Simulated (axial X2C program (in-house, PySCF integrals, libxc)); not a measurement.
# All-electron X2C curves of TeF⁻

What are the state, bond length, wavenumber and bond energy of TeF⁻, and what does spin–orbit coupling change?

Method: all-electron X2C, Te dyall-acv3z, F dyall-av3z; program: an in-house X2C program for linear molecules on PySCF integrals.

All values are calculated.

## 1. Set-up

Input file task.json:

```json
{
 "zs": [
  52,
  9
 ],
 "q": -1,
 "bas": [
  "dyall-acv3z",
  "dyall-av3z"
 ],
 "levels": [
  "PBE0",
  "HF",
  "M06"
 ],
 "cc": true,
 "r0": 2.0,
 "thr": -1.0,
 "nmax": 90,
 "npts": 10,
 "nst": 2,
 "ntry": 6
}
```

Keys: zs atomic numbers; q charge; bas basis sets; levels methods (HF also brings MP2); cc coupled cluster on or off; r0 starting distance in Å; thr threshold in hartree for freezing inner shells (an s shell follows its p shell); nmax most natural virtual spinors; npts points asked for on the curve; nst determinants followed; ntry starts of the search.

Launch:

```console
python so2c.py task.json out
```

Spin-free means the one-electron spin-free X2C Hamiltonian; two-component (2c) means X2C with spin–orbit coupling and atomic mean-field two-electron Coulomb and Gaunt terms. Basis: Te dyall-acv3z contracted to [12s13p9d5f1g], F dyall-av3z contracted to [7s6p3d2f]; Gaussian nuclei, density fitting. Masses: Te 129.906 u, F 18.998 u.

Notation: σ, π±, δ± give the projection m of an orbital's angular momentum (0, ±1, ±2), α and β its spin, Λ and M_S the sums; ω is the projection of a spinor's total angular momentum and Ω the sum. Logs are in hartree.

The results follow Hamiltonian by Hamiltonian and level by level.

## 2. Which state to follow

Determinants are compared with PBE0 at 2.000 Å.

Spin-free determinants:

| ΔE (eV) | state | open shells |
| --- | --- | --- |
| 0.00 | M_S = 0, Λ = 0 | closed shell |
| 1.38 | M_S = 1, Λ = 1 | beyond closed shells: σα, π+α, π+β, π-α |
| 1.62 | M_S = 0, Λ = 1 | beyond closed shells: σβ, π+α, π+β, π-α |
| 3.48 | M_S = 1, Λ = 0 | beyond closed shells: π+α, π-α |
| 3.60 | M_S = 1, Λ = 2 | beyond closed shells: 2 × π+α, π+β, π-α |
| 3.60 | M_S = 1, Λ = 0 | beyond closed shells: π+α, π+β, 2 × π-α |
| 3.62 | M_S = 0, Λ = 2 | beyond closed shells: π+α, 2 × π+β, π-α |

Two-component determinants:

```tsv
ΔE (eV)	state	open shells
0.00	Ω = 0	closed shell
1.20	Ω = 2	excess of +ω over −ω: ω = 1/2, ω = 3/2
1.43	Ω = 1	excess of +ω over −ω: ω = -1/2, ω = 3/2
1.90	Ω = 1	excess of +ω over −ω: 2 × ω = 1/2
3.35	Ω = 3	excess of +ω over −ω: 2 × ω = 3/2
3.90	Ω = 1	excess of +ω over −ω: ω = -1/2, ω = 3/2
3.93	Ω = 2	excess of +ω over −ω: ω = 1/2, ω = 3/2
```

## 3. PBE0, spin-free

State followed: M_S = 0, Λ = 0 (closed shell). The scan is laid around 2.012 Å, a first estimate of the minimum, and this SCF restarts from the orbitals of the search.

Output at 2.012 Å:

```text
spin-free X2C-1e  PBE0
basis functions 194  fitting functions 973  grid points 5079
iter        total energy     max residual
   1      -6893.242061080     9.42e-01
   2      -6893.425929226     4.01e-03
   3      -6893.425787867     4.89e-03
   4      -6893.426154123     7.03e-04
   5      -6893.426164658     5.03e-04
   6      -6893.426169981     4.69e-05
   7      -6893.426170071     2.43e-05
   8      -6893.426170076     2.13e-06
   9      -6893.426170076     4.66e-07
converged
one-electron -9721.50036073  Coulomb 2892.90165343  exact exchange -46.25583913  xc functional -141.66055740  nuclear repulsion 123.08893375
```

Along the bond, energies from the lowest point:

```
R (Å)  E (eV)  μ (D)  HOMO (eV)  LUMO (eV)  iterations
1.750  0.7332   0.28       0.00       3.41          11
1.831  0.2792  -0.25      -0.12       3.31          10
1.891  0.0967  -0.64      -0.21       3.20          10
1.952  0.0121  -1.02      -0.30       3.06          10
2.012  0.0000  -1.40      -0.39       2.90           9
2.082  0.0522  -1.83      -0.50       2.69          10
2.153  0.1543  -2.24      -0.60       2.46          10
2.243  0.3326  -2.77      -0.73       2.16          10
2.354  0.5889  -3.38      -0.89       1.79          11
2.515  0.9840  -4.24      -1.10       1.30          11
```

Dipoles are positive if F is the positive end and refer to the centre of mass.

Outer orbitals at the reference distance:

| symmetry | occupied | ε (eV) | atomic character |
| --- | --- | --- | --- |
| σα | yes | -25.89 | 86% F s, 4% Te d, 4% Te p |
| σα | yes | -10.70 | 66% Te s, 27% F p, 4% F s |
| σα | yes | -5.86 | 63% F p, 18% Te p, 16% Te s |
| π+α | yes | -5.60 | 91% F p, 5% Te p, 2% Te f |
| π-α | yes | -5.60 | 91% F p, 5% Te p, 2% Te f |
| π-α | yes | -0.39 | 89% Te p, 7% F p |
| π+α | yes | -0.39 | 89% Te p, 7% F p |
| σα | no | 2.90 | 74% Te p, 9% Te d, 7% F p |
| σα | no | 3.91 | 73% Te s, 18% Te p, 4% F p |
| π+α | no | 4.03 | 99% Te p |
| π-α | no | 4.03 | 99% Te p |

PBE0 fields in the half plane through the axis: z from -2.4 to 4.2 Å across, distance from the axis 0.15 to 2.25 Å upwards; Te lies at z = 0 and F at z = 2.012 Å; the ELF is damped to zero where the density is low.

log10 density (e/bohr³). Ten even steps from '0' (-5.36 ) to '9' (1.84 ):
```
22233334433332222111000
22333444444333322221100
23334444444443333322110
23344455555444444332211
23344555555545555443221
23345566666555665543321
23445567876556776554321
23445678987666787654322
```

ELF. Ten even steps from '0' (0.00 ) to '9' (0.90 ):
```
00135788876300000000000
00246899997410000000000
00257899998400000000000
00257999998400122110000
00147887666311465420000
00135642323225888631000
00024337872148999742000
00013256865168319852000
```

Re = 1.993 Å, ωe = 513 cm⁻¹, ωexe = 2.68 cm⁻¹, Be = 0.256 cm⁻¹, De = 2.61 eV, μ = -1.28 D.

## 4. HF, spin-free

Output at 2.012 Å:

```text
spin-free X2C-1e  HF
basis functions 194  fitting functions 973  grid points 5079
iter        total energy     max residual
   1      -6890.533130050     2.29e-01
   2      -6890.559346921     5.66e-03
   3      -6890.560216964     3.25e-03
   4      -6890.560446466     8.96e-04
   5      -6890.560480194     2.96e-04
   6      -6890.560484506     1.40e-04
   7      -6890.560485549     7.57e-05
   8      -6890.560485807     1.47e-05
   9      -6890.560485823     2.81e-06
  10      -6890.560485823     8.99e-07
converged
one-electron -9720.43157752  Coulomb 2891.91932099  exact exchange -185.13716304  xc functional 0.00000000  nuclear repulsion 123.08893375
```

Re = 1.964 Å, ωe = 546 cm⁻¹, ωexe = 2.92 cm⁻¹, Be = 0.2636 cm⁻¹, De = 1.82 eV, μ = -1.45 D.

## 5. M06, spin-free

Output at 2.012 Å:

```text
spin-free X2C-1e  M06
basis functions 194  fitting functions 973  grid points 5079
iter        total energy     max residual
   1      -6893.948596218     1.63e-01
   2      -6893.952842360     6.76e-03
   3      -6893.949314177     1.29e-02
   4      -6893.954198017     8.52e-04
   5      -6893.954207438     6.78e-04
   6      -6893.954211637     1.25e-04
   7      -6893.954211885     2.30e-05
   8      -6893.954211935     4.42e-06
   9      -6893.954211936     2.60e-06
converged
one-electron -9721.07922256  Coulomb 2892.50656370  exact exchange -49.96491859  xc functional -138.50556824  nuclear repulsion 123.08893375
```

Re = 2.000 Å, ωe = 495 cm⁻¹, ωexe = 2.73 cm⁻¹, Be = 0.2541 cm⁻¹, De = 2.61 eV, μ = -1.34 D.

## 6. Correlated methods, spin-free

Correlated methods: 14 electrons correlated (frozen shells, counted by type: Te 4 s, 3 p, 2 d; F 1 s), 276 virtual spinors in MP2, 88 natural virtuals in coupled cluster.

Output of the correlated part at 2.012 Å:

```text
correlated 14  virtual 276  natural virtual 88  E(MP2) -0.412074244  MP2 remainder -0.030291643
iter   CCSD correlation   residual
   1     -0.382856852   1.38e-01
   2     -0.393182187   5.82e-02
   3     -0.395982297   2.26e-02
   4     -0.395892030   6.91e-03
   5     -0.395924415   2.45e-03
   6     -0.395933663   7.84e-04
   7     -0.395926086   2.66e-04
   8     -0.395926456   7.02e-05
   9     -0.395926860   2.31e-05
  10     -0.395926486   7.99e-06
  11     -0.395926496   2.38e-06
(T) -0.013893662  T1 0.0195  D1 0.0393  max T2 0.069
```

T1 in the output is the amplitude norm over the root of the electron number; divide by √2 for the Lee–Taylor value.

MP2: Re = 2.002 Å, ωe = 513 cm⁻¹, Be = 0.2538 cm⁻¹, De = 2.39 eV.

CCSD: Re = 1.996 Å, ωe = 515 cm⁻¹, ωexe = 2.63 cm⁻¹, Be = 0.2553 cm⁻¹, De = 2.49 eV. T1 at Re = 0.014 (Lee–Taylor, the printed value over √2).

CCSD(T): Re = 2.005 Å, ωe = 503 cm⁻¹, ωexe = 2.6 cm⁻¹, Be = 0.2529 cm⁻¹, De = 2.49 eV. T1 at Re = 0.014 (Lee–Taylor, the printed value over √2).

## 7. A higher determinant, spin-free

State: M_S = 1, Λ = 1 (beyond closed shells: σα, π+α, π+β, π-α).

Output at the reference distance:

```text
spin-free X2C-1e  PBE0
basis functions 194  fitting functions 973  grid points 5079
iter        total energy     max residual
   1      -6893.188434341     9.42e-01
   2      -6893.376256529     4.11e-03
   3      -6893.375974393     5.56e-03
   4      -6893.376534382     9.48e-04
   5      -6893.376552520     4.73e-04
   6      -6893.376556515     5.26e-05
   7      -6893.376556609     1.19e-05
   8      -6893.376556611     4.17e-06
   9      -6893.376556612     1.65e-06
converged
one-electron -9720.62216295  Coulomb 2892.07164085  exact exchange -46.25644571  xc functional -141.65852255  nuclear repulsion 123.08893375
```

```
R (Å)  E above the lowest PBE0 point (eV)
1.750                               2.588
1.831                               2.018
1.891                               1.721
1.952                               1.505
2.012                               1.350
2.082                               1.230
2.153                               1.158
2.243                               1.121
2.354                               1.134
```

No constants are quoted: too few points lie around the minimum for a second fit to confirm the first.

## 8. The spin-free curves together

Energy (eV) of the followed determinant, spin-free, from each level's lowest point:

```
R (Å)   PBE0     HF    MP2   CCSD  CCSD(T)    M06
1.750  0.733  0.617  0.794    n/a      n/a  0.748
1.831  0.279  0.204  0.315  0.294    0.321  0.293
1.891  0.097  0.054  0.118  0.105    0.122  0.108
1.952  0.012  0.000  0.021  0.015    0.024  0.019
2.012  0.000  0.018  0.000  0.000    0.000  0.000
2.082  0.052  0.102  0.045  0.050    0.040  0.043
2.153  0.154  0.233  0.143  0.151    0.132  0.133
2.243  0.333  0.443  0.320  0.330    0.299  0.295
2.354  0.589  0.731  0.580    n/a      n/a  0.531
2.515  0.984  1.156  0.992    n/a      n/a  0.900
```

## 9. PBE0, 2c

State followed: Ω = 0 (closed shell). The scan is laid around 2.012 Å, a first estimate of the minimum, and this SCF restarts from the orbitals of the search.

Output at 2.012 Å:

```text
two-component X2C + atomic mean field  PBE0
basis functions 194  fitting functions 973  grid points 5079
iter        total energy     max residual
   1      -6890.382315704     9.45e-01
   2      -6890.568432561     4.01e-03
   3      -6890.568262841     5.03e-03
   4      -6890.568667783     7.18e-04
   5      -6890.568679530     4.93e-04
   6      -6890.568684562     4.81e-05
   7      -6890.568684654     2.44e-05
   8      -6890.568684659     2.10e-06
   9      -6890.568684660     9.98e-07
converged
one-electron -9713.18064671  Coulomb 2891.38682391  exact exchange -46.22899733  xc functional -141.58337422  nuclear repulsion 123.08893375  atomic mean-field constant -4.05142407
```

Along the bond, energies from the lowest point:

```
R (Å)  E (eV)  μ (D)  HOMO (eV)  LUMO (eV)  iterations
1.750  0.7688   0.26       0.22       3.41          12
1.831  0.3055  -0.28       0.11       3.31          11
1.891  0.1152  -0.67       0.02       3.20          12
1.952  0.0219  -1.06      -0.07       3.08          12
2.012  0.0000  -1.45      -0.16       2.93           9
2.082  0.0395  -1.89      -0.26       2.73          10
2.153  0.1273  -2.32      -0.37       2.51          10
2.243  0.2844  -2.86      -0.50       2.23          11
2.354  0.5106  -3.52      -0.66       1.90          12
2.515  0.8536  -4.45      -0.88       1.46          13
```

Dipoles are positive if F is the positive end and refer to the centre of mass.

Outer spinors at the reference distance:

| ω | occupied | ε (eV) | atomic character | λ mixture |
| --- | --- | --- | --- | --- |
| 1/2 | yes | -25.84 | 86% F s, 4% Te d, 4% Te p | 100% σ |
| 1/2 | yes | -10.68 | 67% Te s, 27% F p, 4% F s | 100% σ |
| 1/2 | yes | -5.84 | 63% F p, 18% Te p, 15% Te s | 96% σ, 4% π |
| 1/2 | yes | -5.56 | 90% F p, 5% Te p, 2% Te f | 96% π, 4% σ |
| 3/2 | yes | -5.51 | 91% F p, 4% Te p, 2% Te f | 100% π |
| 1/2 | yes | -0.67 | 88% Te p, 8% F p | 98% π, 2% σ |
| 3/2 | yes | -0.16 | 89% Te p, 7% F p | 100% π |
| 1/2 | no | 2.93 | 74% Te p, 8% Te d, 7% F p | 98% σ, 2% π |
| 1/2 | no | 3.90 | 63% Te s, 29% Te p, 3% F p | 87% σ, 13% π |
| 1/2 | no | 4.02 | 86% Te p, 11% Te s | 86% π, 14% σ |
| 3/2 | no | 4.05 | 99% Te p | 100% π |

PBE0 fields in the half plane through the axis: z from -2.4 to 4.2 Å across, distance from the axis 0.15 to 2.25 Å upwards; Te lies at z = 0 and F at z = 2.012 Å; the ELF is damped to zero where the density is low.

log10 density (e/bohr³). Ten even steps from ' ' (-5.33 ) to '@' (1.83 ):
```
::::::--------------------::::::::......      
::::------============--------::::::::....    
::------==================----------::::....  
::----======++++++++++============----::::....
::----====++++++++++++++==++++++======--::::..
::----==++++********++++++++****++++==----::..
::--====++++**##%%##**++++**####**++++==--::..
::--====++**##%%@@%%##******##%%##**++==--::::
```

ELF. Ten even steps from '0' (0.00 ) to '9' (0.89 ):
```
00135788876300000000000
00246899987410000000000
00257899998400000000000
00257999998400122110000
00147887666311465420000
00136642323225898631000
00024337872148999742000
00023256865168319852000
```

Re = 2.004 Å, ωe = 494 cm⁻¹, ωexe = 2.99 cm⁻¹, Be = 0.2533 cm⁻¹, De = 2.41 eV, μ = -1.39 D.

## 10. HF, 2c

Output at 2.012 Å:

```text
two-component X2C + atomic mean field  HF
basis functions 194  fitting functions 973  grid points 5079
iter        total energy     max residual
   1      -6887.672302412     2.29e-01
   2      -6887.698457491     5.69e-03
   3      -6887.699330674     3.23e-03
   4      -6887.699563538     8.91e-04
   5      -6887.699600365     2.92e-04
   6      -6887.699606369     1.35e-04
   7      -6887.699608335     9.72e-05
   8      -6887.699609302     6.16e-05
   9      -6887.699609632     3.58e-05
  10      -6887.699609743     2.07e-05
  11      -6887.699609800     2.81e-06
  12      -6887.699609801     2.66e-07
converged
one-electron -9712.10694238  Coulomb 2890.39916837  exact exchange -185.02934548  xc functional 0.00000000  nuclear repulsion 123.08893375  atomic mean-field constant -4.05142407
```

Re = 1.973 Å, ωe = 528 cm⁻¹, ωexe = 3.27 cm⁻¹, Be = 0.2613 cm⁻¹, De = 1.62 eV, μ = -1.55 D.

## 11. M06, 2c

The SCF at the reference distance of 2.012 Å:

```text
two-component X2C + atomic mean field  M06
basis functions 194  fitting functions 973  grid points 5079
iter        total energy     max residual
   1      -6891.089852427     1.64e-01
   2      -6891.094202827     6.87e-03
   3      -6891.090660340     1.28e-02
   4      -6891.095576640     8.49e-04
   5      -6891.095586789     6.74e-04
   6      -6891.095591230     1.28e-04
   7      -6891.095591542     2.37e-05
   8      -6891.095591628     5.45e-06
   9      -6891.095591633     3.57e-06
  10      -6891.095591634     1.44e-06
converged
one-electron -9712.74211178  Coulomb 2890.97426671  exact exchange -49.93590786  xc functional -138.42934839  nuclear repulsion 123.08893375  atomic mean-field constant -4.05142407
```

Re = 2.013 Å, ωe = 472 cm⁻¹, ωexe = 3.2 cm⁻¹, Be = 0.2509 cm⁻¹, De = 2.31 eV, μ = -1.47 D.

## 12. MP2 and beyond, 2c

Correlated methods: 14 electrons correlated (frozen shells, counted by type: Te 4 s, 3 p, 2 d; F 1 s), 276 virtual spinors in MP2, 90 natural virtuals in coupled cluster.

Output of the correlated part at 2.012 Å:

```text
correlated 14  virtual 276  natural virtual 90  E(MP2) -0.411618560  MP2 remainder -0.027197512
iter   CCSD correlation   residual
   1     -0.385476970   1.37e-01
   2     -0.395732171   5.82e-02
   3     -0.398535106   2.25e-02
   4     -0.398442969   6.92e-03
   5     -0.398473184   2.44e-03
   6     -0.398482627   7.84e-04
   7     -0.398475247   2.73e-04
   8     -0.398475625   7.80e-05
   9     -0.398476059   3.13e-05
  10     -0.398475661   1.62e-05
  11     -0.398475697   9.73e-06
  12     -0.398475565   5.47e-06
  13     -0.398475573   2.45e-06
(T) -0.013973527  T1 0.0193  D1 0.0388  max T2 0.067
```

MP2: Re = 2.011 Å, ωe = 496 cm⁻¹, Be = 0.2514 cm⁻¹, De = 2.15 eV.

CCSD: Re = 2.006 Å, ωe = 498 cm⁻¹, ωexe = 2.93 cm⁻¹, Be = 0.2529 cm⁻¹, De = 2.24 eV. T1 at Re = 0.014 (Lee–Taylor, the printed value over √2).

CCSD(T): Re = 2.015 Å, ωe = 487 cm⁻¹, ωexe = 2.89 cm⁻¹, Be = 0.2505 cm⁻¹, De = 2.24 eV. T1 at Re = 0.014 (Lee–Taylor, the printed value over √2).

## 13. A higher determinant, 2c

State: Ω = 2 (excess of +ω over −ω: ω = 1/2, ω = 3/2).

Output at the reference distance:

```text
two-component X2C + atomic mean field  PBE0
basis functions 194  fitting functions 973  grid points 5079
iter        total energy     max residual
   1      -6890.335324076     9.46e-01
   2      -6890.525221958     4.12e-03
   3      -6890.524932252     5.60e-03
   4      -6890.525505095     9.43e-04
   5      -6890.525522957     4.69e-04
   6      -6890.525526879     5.25e-05
   7      -6890.525526973     1.17e-05
   8      -6890.525526976     4.13e-06
   9      -6890.525526976     1.53e-06
converged
one-electron -9712.34853833  Coulomb 2890.59738448  exact exchange -46.22990296  xc functional -141.58197984  nuclear repulsion 123.08893375  atomic mean-field constant -4.05142407
```

```
R (Å)  E above the lowest PBE0 point (eV)
1.750                               2.420
1.831                               1.846
1.891                               1.548
1.952                               1.330
2.012                               1.174
2.082                               1.052
2.153                               0.979
2.243                               0.939
2.354                               0.948
```

No constants are quoted: too few points lie around the minimum for a second fit to confirm the first.

## 14. The 2c curves together

Energy (eV) of the followed determinant, 2c, from each level's lowest point:

```
R (Å)   PBE0     HF    MP2   CCSD  CCSD(T)    M06
1.750  0.769  0.642  0.827    n/a      n/a  0.785
1.831  0.305  0.220  0.338  0.317    0.343  0.320
1.891  0.115  0.062  0.134  0.121    0.138  0.127
1.952  0.022  0.000  0.030  0.024    0.033  0.029
2.012  0.000  0.008  0.000  0.000    0.000  0.000
2.082  0.040  0.080  0.034  0.039    0.029  0.029
2.153  0.127  0.196  0.119  0.128    0.108  0.103
2.243  0.284  0.384  0.277  0.287    0.257  0.240
2.354  0.511  0.638  0.512    n/a      n/a  0.441
2.515  0.854  1.002  0.877    n/a      n/a  0.746
```

Time for the job: 2.7 min (1 thread of Arm Neoverse V1, shared host).

## 15. What came out

Lowest determinant that the search found at its distance, spin-free: M_S = 0, Λ = 0 (closed shell).

Lowest determinant that the search found at its distance, 2c: Ω = 0 (closed shell).

```json
{"Hamiltonian": "spin-free", "level": "PBE0", "Re (Å)": "1.993", "ωe (cm⁻¹)": "513", "De (eV)": "2.61", "μ (D)": "-1.28"}
{"Hamiltonian": "spin-free", "level": "HF", "Re (Å)": "1.964", "ωe (cm⁻¹)": "546", "De (eV)": "1.82", "μ (D)": "-1.45"}
{"Hamiltonian": "spin-free", "level": "MP2", "Re (Å)": "2.002", "ωe (cm⁻¹)": "513", "De (eV)": "2.39", "μ (D)": "n/a"}
{"Hamiltonian": "spin-free", "level": "CCSD", "Re (Å)": "1.996", "ωe (cm⁻¹)": "515", "De (eV)": "2.49", "μ (D)": "n/a"}
{"Hamiltonian": "spin-free", "level": "CCSD(T)", "Re (Å)": "2.005", "ωe (cm⁻¹)": "503", "De (eV)": "2.49", "μ (D)": "n/a"}
{"Hamiltonian": "spin-free", "level": "M06", "Re (Å)": "2.000", "ωe (cm⁻¹)": "495", "De (eV)": "2.61", "μ (D)": "-1.34"}
{"Hamiltonian": "2c", "level": "PBE0", "Re (Å)": "2.004", "ωe (cm⁻¹)": "494", "De (eV)": "2.41", "μ (D)": "-1.39"}
{"Hamiltonian": "2c", "level": "HF", "Re (Å)": "1.973", "ωe (cm⁻¹)": "528", "De (eV)": "1.62", "μ (D)": "-1.55"}
{"Hamiltonian": "2c", "level": "MP2", "Re (Å)": "2.011", "ωe (cm⁻¹)": "496", "De (eV)": "2.15", "μ (D)": "n/a"}
{"Hamiltonian": "2c", "level": "CCSD", "Re (Å)": "2.006", "ωe (cm⁻¹)": "498", "De (eV)": "2.24", "μ (D)": "n/a"}
{"Hamiltonian": "2c", "level": "CCSD(T)", "Re (Å)": "2.015", "ωe (cm⁻¹)": "487", "De (eV)": "2.24", "μ (D)": "n/a"}
{"Hamiltonian": "2c", "level": "M06", "Re (Å)": "2.013", "ωe (cm⁻¹)": "472", "De (eV)": "2.31", "μ (D)": "-1.47"}
```

Dipoles are positive if F is the positive end and refer to the centre of mass.

Time per point (s) on 1 thread of Arm Neoverse V1, shared host (2c runs; CCSD comes with the CCSD(T) run); the times are rough: PBE0 0.45, HF 0.32, MP2 0.69, CCSD(T) 6, M06 0.75.

**Reading.** At CCSD(T), going from spin-free to two-component changes Re by +10 mÅ, ωe by -3.3 %, so spin–orbit coupling matters for this bond. De moves by -0.24 eV; both De rest on single-determinant atoms, which can miss part of an open shell's spin–orbit lowering.

De refers to Te + F-, each in the lowest determinant found, which need not be this curve's own limit. Each curve is one determinant whose occupation by symmetry is held fixed; it was picked as the lowest of a PBE0 search that is not exhaustive. Closed shells are restricted here (equal orbitals for both partners), which fails at long range if the bond breaks into open shells. De is counted from the lowest determinant-based energies of the atoms at the same level, without counterpoise correction. Coupled cluster ran in a truncated set of natural virtual spinors; the MP2 energy of the rest was added. The meta-GGAs lack a current-density term, which matters for open shells with orbital currents, atoms included. With the outer-core shells frozen, correlated bond lengths of heavy atoms tend to come out a few hundredths of an ångström too long.
